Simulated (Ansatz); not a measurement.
**AlSn: how the settings move a single-point run**

Question: which choices in the input matter for AlSn?

Method: reference: DFT, PBE, PAW with Ansatz's default frozen-core files, scalar-relativistic, in Ansatz 0.2.0.

1 further run of the same task is left out (it didn't finish). Runs told in other sessions of the task aren't counted.

### 1 Starting point

It takes space group P-6m2 (No. 187, hexagonal). Conventional cell: a = 4.198 Å, b = 4.198 Å, c = 3.307 Å, α = 90.00°, β = 90.00°, γ = 120.00°. Around Al (site symmetry -6m2) lie 6 Sn at 2.93 Å and 2 Al at 3.31 Å. Around Sn (site symmetry -6m2) lie 6 Al at 2.93 Å and 2 Sn at 3.31 Å.

As a file:

```xyz
2
Lattice="4.1981 0.0000 0.0000 -2.0991 3.6357 0.0000 0.0000 0.0000 3.3068" Properties=species:S:1:pos:R:3 pbc="T T T"
Al    0.0000    0.0000    0.0000
Sn    0.0000    2.4238    1.6534
```

### 2 Baseline

input.yaml reads:

```yaml
crystal:
  lattice:
    - [4.1981056157, 0.0, 0.0]
    - [-2.0990528078, 3.6356661109, 0.0]
    - [0.0, 0.0, 3.306847]
  atoms:
    - { symbol: Al, position: [0.0, 0.0, 0.0] }
    - { symbol: Sn, position: [0.3333333333, 0.6666666667, 0.5] }
kpoints:
  mp_grid: { grid: [8, 8, 9] }
scf:
  occupations: { method: fermi_dirac, width: 0.05 }
hamiltonian:
  xc: pbe
  pseudopotentials: { kind: paw }
output:
  forces: true
  stress: true
  eigenvalues: true
  populations: true
```

Run with:

```console
$ ansatz run input.yaml --threads 1 --pin off --max-ram 2048MiB --backend cpu --events-out ev --progress --plain --runs-dir out
```

### 3 Changed: mp_grid.shift [0.5, 0.5, 0.5], xc rpbe

Edit input.yaml of step 2 so:

```diff
@@ -9,3 +9,3 @@
 kpoints:
-  mp_grid: { grid: [8, 8, 9] }
+  mp_grid: { grid: [8, 8, 9], shift: [0.5, 0.5, 0.5] }
 scf:
@@ -13,3 +13,3 @@
 hamiltonian:
-  xc: pbe
+  xc: rpbe
   pseudopotentials: { kind: paw }
@@ -20 +20,5 @@
   populations: true
+  write_density: true
+  write_potential: true
+  elf: true
+  volumetric_format: npy
```

**Question.** What will these runs give? Wanted: for each run, ending; energy change; pressure; gap; force.

**Answer**, as computed:

| run | ending | energy change | pressure (GPa) | gap (eV) | force (eV/Å) | cycles | time |
| --- | --- | --- | --- | --- | --- | --- | --- |
| reference | converged | - | 0.0 | 0.00 | 0.00 | 6 | 5 s |
| 1: mp_grid.shift [0.5, 0.5, 0.5], xc rpbe | converged | not comparable | 1.2 | 0.00 | 0.05 | 6 | 11 s |

Times don't compare one to one where runs were asked for different outputs or read a saved state (see the inputs); cycles may leave out searches for a lower state.

Residual by cycle in the longest SCF loop of each run; runs are numbered as in the table. The quantity is the density residual dr2, in eV.

| cycle | reference | run 1 |
| --- | --- | --- |
| 1 | 7.2e-4 | 0.00301 |
| 2 | 3.3e-4 | 8.8e-4 |
| 3 | 8.8e-5 | 1.1e-4 |
| 4 | 6.4e-6 | 4.5e-6 |
| 5 | 1.4e-6 | 3.5e-7 |
| 6 | 1.7e-8 | 4.4e-8 |

After a change of functional the difference of the totals has no physical meaning; the pressure goes from 0.0 to 1.2 GPa and the largest force goes from 0.00 to 0.05 eV/Å. The k-point mesh changed too.
